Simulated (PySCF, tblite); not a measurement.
# C₃H₈ClFSi: geometry, infrared bands and NMR shifts

Aim: predict the infrared bands and NMR shifts of C₃H₈ClFSi (`F[C@@H](C[SiH3])CCl`).

The runs use tblite 0.8.0 and PySCF 2.14.0, with density-fitted response routines of our own; the level of theory stands in each step. All values are computed, except where a source is named. Atoms are numbered from 0 throughout.

### Step 1. The starting structure

14 atoms, charge 0, multiplicity 1; geometry from: force field or distance geometry start.

Bonds of the start (Å): F0–C1 1.38, C1–C2 1.53, C2–Si3 1.85, C1–C4 1.51, C4–Cl5 1.78, C1–H6 1.10, C2–H7 1.10, C2–H8 1.10, Si3–H9 1.48, Si3–H10 1.48, Si3–H11 1.50, C4–H12 1.09, C4–H13 1.10.

### Step 2. Relaxing the molecule with GFN2-xTB

Job settings and geometry (Å):

```
{"job": {"kind": "relax", "xc": "GFN2-xTB", "basis": "xTB"}, "charge": 0, "multiplicity": 1}
F      1.067500    -0.982200    -0.970400
C     -0.067900    -0.744700    -0.230800
C     -0.011400     0.700600     0.253700
Si     1.340100     1.084300     1.463800
C     -1.264700    -1.063600    -1.101700
Cl    -2.802100    -1.028700    -0.211800
H     -0.031100    -1.445100     0.619400
H     -0.962900     0.983600     0.727500
H      0.117400     1.357600    -0.616100
H      1.238600     2.489900     1.918100
H      2.675100     0.859400     0.865300
H      1.192200     0.196600     2.663400
H     -1.161000    -2.057800    -1.536900
H     -1.330500    -0.350500    -1.940200
```

Run with:

```console
OMP_NUM_THREADS=1 python probes_run.py task.json out
```

One launch serves the whole session: the jobs run in the order shown.

Standard output:

```text
step      E/eV     max force
  0    -585.34523    1.815
  1    -585.40635    0.654
  2    -585.42030    0.302
  3    -585.42653    0.174
  4    -585.42942    0.149
  5    -585.43162    0.139
  6    -585.43319    0.168
  7    -585.43458    0.113
  8    -585.43562    0.093
  9    -585.43649    0.080
 10    -585.43719    0.078
 11    -585.43773    0.060
 12    -585.43811    0.045
 13    -585.43839    0.042
 14    -585.43863    0.043
 15    -585.43886    0.043
 16    -585.43910    0.043
 17    -585.43928    0.028
 18    -585.43941    0.031
 19    -585.43949    0.023
 20    -585.43957    0.024
 21    -585.43964    0.025
 22    -585.43971    0.024
 23    -585.43980    0.023
 24    -585.43990    0.029
 25    -585.44001    0.029
 26    -585.44011    0.022
 27    -585.44019    0.023
 28    -585.44027    0.026
 29    -585.44035    0.033
 30    -585.44046    0.034
 31    -585.44061    0.033
 32    -585.44079    0.039
 33    -585.44098    0.039
 34    -585.44115    0.041
 35    -585.44129    0.041
 36    -585.44144    0.038
 37    -585.44159    0.031
 38    -585.44170    0.021
 39    -585.44177    0.023
 40    -585.44183    0.020
 41    -585.44189    0.027
 42    -585.44198    0.028
 43    -585.44205    0.021
 44    -585.44210    0.022
 45    -585.44214    0.017
 46    -585.44217    0.017
 47    -585.44221    0.016
 48    -585.44223    0.011
 49    -585.44225    0.011
 50    -585.44226    0.012
 51    -585.44229    0.016
 52    -585.44232    0.020
 53    -585.44235    0.017
 54    -585.44238    0.017
 55    -585.44243    0.021
 56    -585.44247    0.022
 57    -585.44252    0.017
 58    -585.44254    0.014
 59    -585.44256    0.013
 60    -585.44258    0.015
 61    -585.44260    0.015
 62    -585.44263    0.011
 63    -585.44264    0.008
```

Wall time 0.56 s (1 thread of Arm Neoverse N1, shared host).

The steps of the relaxation: (not every step is listed)

```tsv
step	energy from step 0 (eV)	largest force (eV/Å)
0	0.0000	1.8149
1	-0.0611	0.6544
2	-0.0751	0.3023
3	-0.0813	0.1745
4	-0.0842	0.1487
5	-0.0864	0.1387
6	-0.0880	0.1679
7	-0.0893	0.1133
8	-0.0904	0.0926
13	-0.0932	0.0417
18	-0.0942	0.0306
23	-0.0946	0.0235
28	-0.0950	0.0256
33	-0.0957	0.0391
38	-0.0965	0.0213
43	-0.0968	0.0210
48	-0.0970	0.0112
53	-0.0971	0.0171
58	-0.0973	0.0145
59	-0.0973	0.0128
60	-0.0974	0.0152
61	-0.0974	0.0152
62	-0.0974	0.0108
63	-0.0974	0.0078
```

Close pairs (by a distance rule), those that changed most:

```tsv
bond	before (Å)	after (Å)	change (Å)
C2–Si3	1.854	1.909	+0.055
Si3–H11	1.500	1.465	-0.035
Si3–H10	1.480	1.459	-0.021
Si3–H9	1.481	1.463	-0.017
C1–C4	1.514	1.528	+0.013
C4–H13	1.103	1.091	-0.012
F0–C1	1.376	1.386	+0.011
C2–H7	1.100	1.089	-0.011
```

The end geometry stands in the next job.

### Step 3. Infrared spectrum with GFN2-xTB

Job settings and geometry (Å):

```
{"job": {"kind": "ir", "xc": "GFN2-xTB", "basis": "xTB"}, "charge": 0, "multiplicity": 1}
F      1.091543    -1.009853    -0.858978
C     -0.085751    -0.731345    -0.181689
C     -0.067348     0.708470     0.291145
Si     1.391570     1.078210     1.465572
C     -1.227261    -1.045102    -1.147087
Cl    -2.777095    -1.019876    -0.284314
H     -0.112585    -1.427111     0.666428
H     -1.016904     0.908763     0.786222
H     -0.016851     1.357924    -0.584466
H      1.290366     2.489232     1.839943
H      2.652960     0.808498     0.782937
H      1.251252     0.223212     2.646750
H     -1.099268    -2.039931    -1.575863
H     -1.275305    -0.301564    -1.943439
```

Standard output:

```text
mode    cm-1     km/mol
  1      52.1      0.18
  2      80.1      4.55
  3     116.3      2.05
  4     166.2      3.32
  5     187.2      5.23
  6     345.5     11.29
  7     394.3      3.47
  8     433.1     12.51
  9     513.8     35.88
 10     553.8     43.31
 11     743.5      3.68
 12     758.8     57.34
 13     769.7     35.14
 14     780.2    175.17
 15     788.5    409.77
 16     796.3    142.04
 17     883.9      8.06
 18     952.3     92.27
 19    1026.7     47.30
 20    1089.3      6.41
 21    1109.5     14.75
 22    1186.6     33.17
 23    1227.7      4.50
 24    1246.3     19.12
 25    1298.2      5.91
 26    1323.5     29.86
 27    1434.1      4.75
 28    1459.3      0.98
 29    2259.8    258.73
 30    2274.0    317.46
 31    2310.9    247.01
 32    2917.1     26.31
 33    2980.7      2.47
 34    2983.1      1.86
 35    2986.4     31.55
 36    3005.6     19.01
```

Run time: 0.64 s. Hardware: 1 thread of Arm Neoverse N1, shared host.

Which atoms move in the most intense modes:

```tsv
cm⁻¹	km/mol	atoms
759	57.3	H9 22 %, C4 20 %, H11 14 %, H10 11 %
780	175.2	H10 47 %, H11 43 %
788	409.8	H9 35 %, H11 23 %, H10 23 %, Si3 12 %
796	142.0	C2 21 %, H8 16 %, H7 15 %, H9 12 %
952	92.3	C1 31 %, F0 21 %, H7 17 %
2260	258.7	H11 96 %
2274	317.5	H9 96 %
2311	247.0	H10 97 %
```

### Step 4. Nuclear shieldings: PBE0/pcSseg-1

Settings changed since step 3:

```diff
@@ -1,2 +1,2 @@
-{"job": {"kind": "ir", "xc": "GFN2-xTB", "basis": "xTB"}, "charge": 0, "multiplicity": 1}
+{"job": {"kind": "nmr", "xc": "PBE0", "basis": "pcSseg-1"}, "charge": 0, "multiplicity": 1}
 F      1.091543    -1.009853    -0.858978
```

Level: GIAO PBE0/pcSseg-1 NMR shielding, non-relativistic, gas phase.

Standard output:

```text
coarse grid: 12552 points
cycle   1  E = -968.0057305187  dE =  3.897e-01  |g| = 5.065e-01  |ddm| = 3.175e+00
cycle   2  E = -967.9775522080  dE =  2.818e-02  |g| = 6.804e-01  |ddm| = 8.269e-01
cycle   3  E = -968.0532276066  dE = -7.568e-02  |g| = 6.429e-02  |ddm| = 4.775e-01
cycle   4  E = -968.0538696826  dE = -6.421e-04  |g| = 2.810e-02  |ddm| = 6.760e-02
cycle   5  E = -968.0540388543  dE = -1.692e-04  |g| = 5.647e-03  |ddm| = 2.673e-02
cycle   6  E = -968.0540463780  dE = -7.524e-06  |g| = 1.350e-03  |ddm| = 6.630e-03
final grid: 111880 points
cycle   7  E = -968.0955990649  dE = -3.924e-05  |g| = 7.646e-03  |ddm| = 2.397e-02
cycle   8  E = -968.0955890957  dE =  9.969e-06  |g| = 1.036e-02  |ddm| = 1.386e-02
cycle   9  E = -968.0956119370  dE = -2.284e-05  |g| = 1.013e-03  |ddm| = 7.819e-03
cycle  10  E = -968.0956120782  dE = -1.412e-07  |g| = 2.861e-04  |ddm| = 9.725e-04
cycle  11  E = -968.0956120922  dE = -1.401e-08  |g| = 6.095e-05  |ddm| = 2.478e-04
cycle  12  E = -968.0956120930  dE = -8.167e-10  |g| = 1.102e-05  |ddm| = 7.412e-05
converged SCF energy = -968.0956120930

GIAO shielding tensors (ppm)
atom      isotropic    diamagn.    paramagn.     s11        s22        s33       span
  0 F      369.858     475.473    -105.615    348.774    379.022    381.778     33.004
  1 C       90.971     242.972    -152.002     55.685     74.415    142.812     87.127
  2 C      170.546     253.314     -82.768    157.968    162.537    191.131     33.163
  3 Si     423.090     879.060    -455.970    399.091    410.803    459.374     60.283
  4 C      133.128     246.912    -113.785    110.580    133.923    154.881     44.300
  5 Cl     892.108    1146.065    -253.956    755.809    839.828   1080.689    324.880
  6 H       27.145      30.795      -3.651     24.845     27.651     28.938      4.094
  7 H       30.153      30.969      -0.815     23.848     31.509     35.104     11.256
  8 H       30.929      31.843      -0.914     26.515     30.281     35.992      9.478
  9 H       27.778      28.101      -0.323     24.310     25.505     33.519      9.209
 10 H       27.620      28.496      -0.877     23.665     26.609     32.586      8.921
 11 H       27.815      28.484      -0.669     24.327     26.102     33.017      8.690
 12 H       27.743      28.458      -0.715     21.867     27.805     33.558     11.692
 13 H       28.406      29.269      -0.863     23.902     27.814     33.502      9.600
```

Run time: 33 s. Hardware: 1 thread of Arm Neoverse N1, shared host; peak memory 0.73 GiB.

The references, computed at this level on geometries of the same kind, shield at (ppm): ¹H TMS 31.72, ¹³C TMS 186.9, ²⁹Si TMS 349.2, ¹⁹F CFCl3 170.9, ³⁵Cl HCl 950. Their shielding less the atom's gives the shift. The references are single molecules in the gas phase, so shifts against H2O, NH3, PH3, H3PO4 or CFCl3 are not on the usual liquid scales and can be off by tens of ppm. Atoms listed in one row are averaged.

```tsv
atoms	environment	σ (ppm)	δ (ppm)	δ scaled to CDCl3
C1	sp3 CH bonded to F	91.0	96.0	91.7
C4	sp3 CH2 bonded to Cl	133.1	53.8	50.6
C2	sp3 CH2 bonded to Si	170.5	16.4	14.1
H6	hydrogen on an sp3 CH bonded to F	27.14	4.57	4.42
H9, H10, H11	hydrogen on a silicon bonded to C	27.74	3.98	–
H12	hydrogen on an sp3 CH2 bonded to Cl	27.74	3.97	3.85
H13	hydrogen on an sp3 CH2 bonded to Cl	28.41	3.31	3.23
H7	hydrogen on an sp3 CH2 bonded to Si	30.15	1.56	1.58
H8	hydrogen on an sp3 CH2 bonded to Si	30.93	0.79	0.85
F0	fluorine on an sp3 carbon	369.9	-198.9	–
Si3	silicon bonded to C, 3 H	423.1	-73.9	–
Cl5	chlorine bonded to C	892	58	–
```

The scaled column applies a straight-line fit of computed shieldings to shifts measured in CDCl3, with any fitted terms for Cl, Br or S neighbours, and one for carbons that bear F (root-mean-square error 0.16 ppm for H, 1.9 ppm for C).

Charges from the same density, by scheme (e):

```tsv
atoms	Mulliken	IAO	Hirshfeld	ESP fit
F0	-0.34	-0.33	-0.11	-0.27
C1	0.14	0.19	0.06	0.41
C2	-0.52	-0.56	-0.17	-0.38
Si3	0.51	0.61	0.32	0.38
C4	-0.18	-0.25	-0.04	-0.51
Cl5	-0.16	-0.10	-0.05	-0.11
```

Mayer bond orders: F0–C1 0.86, C1–C2 1.01, C2–Si3 0.89, C1–C4 1.00, C4–Cl5 0.98.

### Step 5. Results

| quantity | value |
| --- | --- |
| strongest single infrared mode (GFN2-xTB) | 788 cm⁻¹, 410 km/mol |
| zero-point energy (GFN2-xTB) | 62.1 kcal/mol |
| ¹³C shifts against TMS (PBE0/pcSseg-1) | 96.0, 53.8, 16.4 ppm |
| ¹H shifts against TMS (PBE0/pcSseg-1, means over atoms taken as alike) | 4.57, 3.98, 3.97, 3.31, 1.56, 0.79 ppm |
| ¹⁹F shifts against CFCl3 (PBE0/pcSseg-1) | -198.9 ppm |
| ²⁹Si shifts against TMS (PBE0/pcSseg-1) | -73.9 ppm |
| ³⁵Cl shifts against HCl (PBE0/pcSseg-1) | 58 ppm |

The optimisation took 63 steps and gained 0.097 eV; among the close pairs (by a distance rule), C2–Si3 changed most, from 1.854 to 1.909 Å. All 36 modes are real, so the xTB geometry is a minimum. The strongest single mode, at 788 cm⁻¹, moves mainly H9, H11 and H10. Unscaled tight-binding wavenumbers are off by several per cent, some by more. Its intensities can rank the bands wrongly. C1 (sp3 CH bonded to F) lies farthest downfield among carbon, at 96.0 ppm; pulled downfield by the heteroatom. H6 (hydrogen on an sp3 CH bonded to F) lies farthest downfield among hydrogen, at 4.57 ppm; its carbon carries F, hence the downfield position. At PBE0/pcSseg-1: The widest tensor belongs to Cl5: span 325 ppm, with a paramagnetic part of -254 ppm.
